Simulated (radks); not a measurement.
# Os⁺ with its nuclear charge varied continuously

What is the energy between the elements? 75 electrons are held in [Xe] 4f14 5d6 6s1 while Z is changed in small steps.

Program: radks (a radial shooting solver on a logarithmic mesh, Libxc functionals) version 1. Level of theory: scalar-relativistic Kohn-Sham, PBE, spin-polarised, spherical densities, point nucleus; open shells are filled with parallel spins first. These are calculated values, not measurements, unless marked.

## 1. The atom as given

| Property | Result |
| --- | --- |
| element | osmium (Z = 76) |
| charge | +1 |
| electrons | 75 |
| configuration | [Xe] 4f14 5d6 6s1 |

Outer shells as boxes (Hund's rule):

Os⁺
```
[Xe] core
4f [↑↓][↑↓][↑↓][↑↓][↑↓][↑↓][↑↓]
5d [↑↓][↑ ][↑ ][↑ ][↑ ]
6s [↑ ]
```

## 2. Z = 76

Settings of this run:

```text
Z 76
configuration [Xe] 4f14 5d6 6s1
relativity scalar-relativistic
functional pbe,pbe
spin polarised
nucleus point
c 137.035999084
```

## 3. Z = 75

Settings, as their differences from step 2:

```diff
@@ -1,2 +1,2 @@
-Z 76
+Z 75
 configuration [Xe] 4f14 5d6 6s1
```

## 4. Z = 75.1

Settings, as their differences from step 3:

```diff
@@ -1,2 +1,2 @@
-Z 75
+Z 75.1
 configuration [Xe] 4f14 5d6 6s1
```

## 5. Z = 75.2

Settings, as their differences from step 4:

```diff
@@ -1,2 +1,2 @@
-Z 75.1
+Z 75.2
 configuration [Xe] 4f14 5d6 6s1
```

## 6. Z = 75.3

Settings, as their differences from step 5:

```diff
@@ -1,2 +1,2 @@
-Z 75.2
+Z 75.3
 configuration [Xe] 4f14 5d6 6s1
```

## 7. Z = 75.4

Settings, as their differences from step 6:

```diff
@@ -1,2 +1,2 @@
-Z 75.3
+Z 75.4
 configuration [Xe] 4f14 5d6 6s1
```

## 8. Z = 75.5

Settings, as their differences from step 7:

```diff
@@ -1,2 +1,2 @@
-Z 75.4
+Z 75.5
 configuration [Xe] 4f14 5d6 6s1
```

## 9. Z = 75.6

Settings, as their differences from step 8:

```diff
@@ -1,2 +1,2 @@
-Z 75.5
+Z 75.6
 configuration [Xe] 4f14 5d6 6s1
```

## 10. Z = 75.7

Settings, as their differences from step 9:

```diff
@@ -1,2 +1,2 @@
-Z 75.6
+Z 75.7
 configuration [Xe] 4f14 5d6 6s1
```

## 11. Z = 75.8

Settings, as their differences from step 10:

```diff
@@ -1,2 +1,2 @@
-Z 75.7
+Z 75.8
 configuration [Xe] 4f14 5d6 6s1
```

## 12. Z = 75.9

Settings, as their differences from step 11:

```diff
@@ -1,2 +1,2 @@
-Z 75.8
+Z 75.9
 configuration [Xe] 4f14 5d6 6s1
```

## 13. Z = 76.1

Settings, as their differences from step 12:

```diff
@@ -1,2 +1,2 @@
-Z 75.9
+Z 76.1
 configuration [Xe] 4f14 5d6 6s1
```

## 14. Z = 76.2

Settings, as their differences from step 13:

```diff
@@ -1,2 +1,2 @@
-Z 76.1
+Z 76.2
 configuration [Xe] 4f14 5d6 6s1
```

## 15. Z = 76.3

Settings, as their differences from step 14:

```diff
@@ -1,2 +1,2 @@
-Z 76.2
+Z 76.3
 configuration [Xe] 4f14 5d6 6s1
```

## 16. Z = 76.4

Settings, as their differences from step 15:

```diff
@@ -1,2 +1,2 @@
-Z 76.3
+Z 76.4
 configuration [Xe] 4f14 5d6 6s1
```

## 17. Z = 76.5

Settings, as their differences from step 16:

```diff
@@ -1,2 +1,2 @@
-Z 76.4
+Z 76.5
 configuration [Xe] 4f14 5d6 6s1
```

## 18. Z = 76.6

Settings, as their differences from step 17:

```diff
@@ -1,2 +1,2 @@
-Z 76.5
+Z 76.6
 configuration [Xe] 4f14 5d6 6s1
```

## 19. Z = 76.7

Settings, as their differences from step 18:

```diff
@@ -1,2 +1,2 @@
-Z 76.6
+Z 76.7
 configuration [Xe] 4f14 5d6 6s1
```

## 20. Z = 76.8

Settings, as their differences from step 19:

```diff
@@ -1,2 +1,2 @@
-Z 76.7
+Z 76.8
 configuration [Xe] 4f14 5d6 6s1
```

## 21. Z = 76.9

Settings, as their differences from step 20:

```diff
@@ -1,2 +1,2 @@
-Z 76.8
+Z 76.9
 configuration [Xe] 4f14 5d6 6s1
```

## 22. Z = 77

Settings, as their differences from step 21:

```diff
@@ -1,2 +1,2 @@
-Z 76.9
+Z 77
 configuration [Xe] 4f14 5d6 6s1
```

**Question.** What will these runs give? Wanted: for each run, Z; E; E(electron-nucleus)/Z; highest level; its energy; <r>.

**Answer**, as computed:

```csv
Z,E (hartree),E(electron-nucleus)/Z (hartree),highest level,its energy (eV),<r> (bohr)
75,-16692.3094,-551.081,5d down,-2.210,2.107
75.1,-16747.9209,-552.215,5d down,-3.066,2.055
75.2,-16803.6482,-553.349,5d down,-3.959,2.011
75.3,-16859.4911,-554.483,5d down,-4.886,1.971
75.4,-16915.4498,-555.617,5d down,-5.845,1.935
75.5,-16971.5242,-556.751,5d down,-6.836,1.902
75.6,-17027.7144,-557.886,5d down,-7.856,1.872
75.7,-17084.0204,-559.021,5d down,-8.906,1.844
75.8,-17140.4422,-560.156,5d down,-9.983,1.817
75.9,-17196.9800,-561.292,5d down,-11.087,1.792
76,-17253.6337,-562.427,5d down,-12.216,1.769
76.1,-17310.4035,-563.564,5d down,-13.372,1.747
76.2,-17367.2892,-564.701,5d down,-14.551,1.726
76.3,-17424.2911,-565.838,5d down,-15.755,1.706
76.4,-17481.4092,-566.976,5d down,-16.982,1.686
76.5,-17538.6435,-568.114,5d down,-18.232,1.668
76.6,-17595.9941,-569.253,5d down,-19.505,1.650
76.7,-17653.4611,-570.392,6s up,-20.661,2.539
76.8,-17711.0445,-571.532,6s up,-21.676,2.514
76.9,-17768.7444,-572.673,6s up,-22.706,2.491
77,-17826.5609,-573.814,6s up,-23.750,2.468
```

**Reading.** At Z = 76 the central difference of E is -567.117 hartree, against -562.427 from the Hellmann-Feynman theorem; the scalar-relativistic energy here is not variational, so the two differ by a part that grows with Z. The top level goes from -2.210 eV at Z = 75 to -23.750 eV at Z = 77. Between Z = 76.6 and 76.7 the top level changes from 5d down to 6s up, so the curve of the top level has a kink there, while E(Z) stays smooth.
